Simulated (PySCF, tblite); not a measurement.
**C4H14B2O2Si: geometry, infrared bands and NMR shifts**

What infrared bands and NMR shifts should C4H14B2O2Si (`CBOBO[Si](C)(C)C`) show?

Programs: tblite 0.8.0 and PySCF 2.14.0, with density-fitted response routines of our own. Each step states its level of theory. These are calculated values for one molecule in the gas phase, unless marked as measured. Atoms count from 0, in the outputs and in this text.

### 1 Starting geometry

23 atoms, charge 0, multiplicity 1; geometry from: force field or distance geometry start.

Bonds of the start (Å): C0–B1 1.58, B1–O2 1.46, O2–B3 1.48, B3–O4 1.45, O4–Si5 1.73, Si5–C6 1.87, Si5–C7 1.88, Si5–C8 1.86, C0–H9 1.11, C0–H10 1.12, C0–H11 1.10, B1–H12 1.19, B3–H13 1.18, C6–H14 1.10, C6–H15 1.12, C6–H16 1.11, C7–H17 1.10, C7–H18 1.12, C7–H19 1.11, C8–H20 1.12, C8–H21 1.11, C8–H22 1.11.

### 2 Optimising the geometry with GFN2-xTB

What the job is given:

```
{"job": {"kind": "relax", "xc": "GFN2-xTB", "basis": "xTB"}, "charge": 0, "multiplicity": 1}
C      2.990700    -1.510200    -1.484300
B      2.949200    -1.190700     0.064800
O      1.688700    -1.148200     0.796200
B      1.287600     0.274600     0.805400
O      0.490100     0.827200    -0.272700
Si    -1.177700     0.643300     0.140600
C     -1.631200    -1.160300     0.307000
C     -1.569300     1.555400     1.735500
C     -2.201500     1.377200    -1.224100
H      2.485000    -2.483900    -1.669500
H      2.439500    -0.710300    -2.034300
H      4.029300    -1.553600    -1.834700
H      3.965300    -1.088300     0.680100
H      1.629300     0.958400     1.709600
H     -1.340000    -1.697000    -0.608900
H     -1.113100    -1.604000     1.196500
H     -2.726800    -1.248800     0.460200
H     -1.273100     2.607800     1.636500
H     -2.667700     1.497200     1.925900
H     -1.028200     1.085900     2.585300
H     -1.962200     2.462400    -1.332800
H     -1.993000     0.853000    -2.174500
H     -3.275800     1.280000    -0.963000
```

Run with:

```bash
> OMP_NUM_THREADS=1 python probes_run.py task.json out
```

The driver reads the jobs from task.json and runs them one after another.

**Question.** This job is followed by: GFN2-xTB harmonic vibrations, gas phase; GIAO PBE0/pcSseg-1 NMR shielding, non-relativistic, gas phase. What will the session give for the following? strongest single infrared mode (GFN2-xTB); zero-point energy (GFN2-xTB); ¹³C shifts against TMS (PBE0/pcSseg-1, means over atoms taken as alike); ¹H shifts against TMS (PBE0/pcSseg-1, means over atoms taken as alike); ¹¹B shifts against BF3·OEt2 (PBE0/pcSseg-1); ¹⁷O shifts against H2O (PBE0/pcSseg-1); ²⁹Si shifts against TMS (PBE0/pcSseg-1); surface potential, 1st and 99th percentile.

The runs gave:

| quantity | value |
| --- | --- |
| strongest single infrared mode (GFN2-xTB) | 1268 cm⁻¹, 707 km/mol |
| zero-point energy (GFN2-xTB) | 113.8 kcal/mol |
| ¹³C shifts against TMS (PBE0/pcSseg-1, means over atoms taken as alike) | 11.7, 2.5 ppm |
| ¹H shifts against TMS (PBE0/pcSseg-1, means over atoms taken as alike) | 5.55, 4.45, 0.54, 0.17 ppm |
| ¹¹B shifts against BF3·OEt2 (PBE0/pcSseg-1) | 43.9, 17.6 ppm |
| ¹⁷O shifts against H2O (PBE0/pcSseg-1) | 275.7, 149.4 ppm |
| ²⁹Si shifts against TMS (PBE0/pcSseg-1) | 8.2 ppm |
| surface potential, 1st and 99th percentile | -0.91 V and 0.94 V |

In words: Over 197 steps the energy fell by 2.265 eV; of the close pairs, O2–B3 changed most, 1.478 to 1.317 Å. The lowest mode is slightly imaginary (9i cm⁻¹), a soft motion within the noise of the Hessian, so the minimum is not strictly shown. The strongest single mode, at 1268 cm⁻¹, moves mainly B3 and O4. Unscaled tight-binding wavenumbers are off by several per cent, some by more. Its intensities can rank the bands wrongly. At PBE0/pcSseg-1: The widest tensor belongs to O4: span 180 ppm, with a paramagnetic part of -216 ppm.
